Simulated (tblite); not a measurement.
# C3H9AlF2S: the cost of one run

Programs: tblite 0.8.0 and PySCF 2.14.0, with density-fitted response routines of our own. Each step states its level of theory. These are calculated values for one molecule in the gas phase, unless marked as measured. Atoms count from 0, in the outputs and in this text.

**1. The starting structure**

16 atoms, charge 0, multiplicity 1; geometry from: force field or distance geometry start.

Bonds of the start (Å): C0–S1 1.76, S1–Al2 2.23, S1–C3 1.79, C3–C4 1.54, C4–F5 1.39, C4–F6 1.38, C0–H7 1.12, C0–H8 1.11, C0–H9 1.10, Al2–H10 1.60, Al2–H11 1.61, Al2–H12 1.60, C3–H13 1.10, C3–H14 1.10, C4–H15 1.11.

**2. Optimising the geometry with GFN2-xTB**

The job: settings as JSON, then the geometry in Å.

```
{"job": {"kind": "relax", "xc": "GFN2-xTB", "basis": "xTB"}, "charge": 0, "multiplicity": 1}
C     -1.086300     1.952900     0.148400
S     -0.164200     0.501700     0.536900
Al    -1.548500    -1.231300     0.800600
C      1.024300     0.180200    -0.756900
C      2.047200    -0.868300    -0.295900
F      2.923900    -1.120600    -1.341400
F      2.759300    -0.395800     0.784400
H     -1.817300     2.165900     0.964600
H     -1.633300     1.797100    -0.804400
H     -0.411000     2.818600     0.050200
H     -1.392900    -2.225500    -0.441200
H     -3.063400    -0.691300     0.853400
H     -1.216700    -1.996200     2.162600
H      1.551400     1.117700    -1.008600
H      0.483500    -0.183000    -1.646900
H      1.536400    -1.813300    -0.017200
```

Command:

```sh
$ OMP_NUM_THREADS=1 python probes_run.py task.json out
```

This one command runs all jobs of the session in turn.

**Question.** How long does this first job take on 1 thread of Intel Xeon at 2.50GHz, shared host, and how much memory does it need?

About 2.8 s, with a peak of 0.18 GiB.
